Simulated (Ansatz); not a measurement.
# C2H8BNOSi: the cost of one run

All numbers below are computed with Ansatz 0.2.0 (RKS PBE-D4/6-31G).

## (1) Starting point

Bond lengths: N1–C2 1.304 Å, C2–C3 1.526 Å, C3–Si4 1.912 Å, C3–B5 1.595 Å, B5–O6 1.479 Å, N1–H7 1.036 Å, C2–H8 1.118 Å, C3–H9 1.068 Å, Si4–H10 1.464 Å, Si4–H11 1.502 Å, Si4–H12 1.419 Å, B5–H13 1.142 Å, O6–H14 0.973 Å. Angles (14 of 20 angles, heavy atoms first): N1–C2–C3 122.3°, C2–C3–Si4 108.4°, C2–C3–B5 110.0°, Si4–C3–B5 106.5°, C3–B5–O6 119.6°, N1–C2–H8 117.7°, C3–C2–H8 119.9°, C2–N1–H7 117.1°, C2–C3–H9 108.9°, Si4–C3–H9 114.6°, B5–C3–H9 108.4°, C3–Si4–H10 106.0°, C3–Si4–H11 105.0°, C3–Si4–H12 111.6°.

Coordinates:

```xyz
14

N    -0.4474   -2.0946    1.4625
C     0.0427   -0.8953    1.3144
C    -0.3397    0.0016    0.1409
Si    0.6122   -0.5921   -1.4076
B     0.1385    1.4974    0.4206
O    -0.8591    2.5889    0.4530
H    -1.1632   -2.4003    0.7790
H     0.8137   -0.5542    2.0482
H    -1.4022    0.0019    0.0371
H     0.1785    0.2735   -2.5056
H     0.0932   -1.9761   -1.6764
H     2.0156   -0.5740   -1.1974
H     1.2242    1.7868    0.6242
H    -0.9200    2.9072   -0.4641
```

## (2) Relaxing end A

input.yaml reads:

```yaml
crystal:
  periodic: [false, false, false]
  atoms:
    - { symbol: "N", position_ang: [-0.4474, -2.0946, 1.4625] }
    - { symbol: C, position_ang: [0.0427, -0.8953, 1.3144] }
    - { symbol: C, position_ang: [-0.3397, 0.0016, 0.1409] }
    - { symbol: Si, position_ang: [0.6122, -0.5921, -1.4076] }
    - { symbol: B, position_ang: [0.1385, 1.4974, 0.4206] }
    - { symbol: O, position_ang: [-0.8591, 2.5889, 0.453] }
    - { symbol: H, position_ang: [-1.1632, -2.4003, 0.779] }
    - { symbol: H, position_ang: [0.8137, -0.5542, 2.0482] }
    - { symbol: H, position_ang: [-1.4022, 0.0019, 0.0371] }
    - { symbol: H, position_ang: [0.1785, 0.2735, -2.5056] }
    - { symbol: H, position_ang: [0.0932, -1.9761, -1.6764] }
    - { symbol: H, position_ang: [2.0156, -0.574, -1.1974] }
    - { symbol: H, position_ang: [1.2242, 1.7868, 0.6242] }
    - { symbol: H, position_ang: [-0.92, 2.9072, -0.4641] }
basis:
  gaussian: { orbitals: "6-31G" }
hamiltonian:
  xc: pbe
  dispersion: d4
relax:
  f_tol: 0.015
  max_steps: 40
```

The run is started by

```
$ ansatz run input.yaml --threads 1 --pin off --max-ram 2048MiB --backend cpu --events-out ev --progress --plain --runs-dir out
```

Q: Estimate wall time and peak memory on 1 thread of Arm Neoverse V2, shared host.

About 72 s, with a peak of 0.21 GiB.
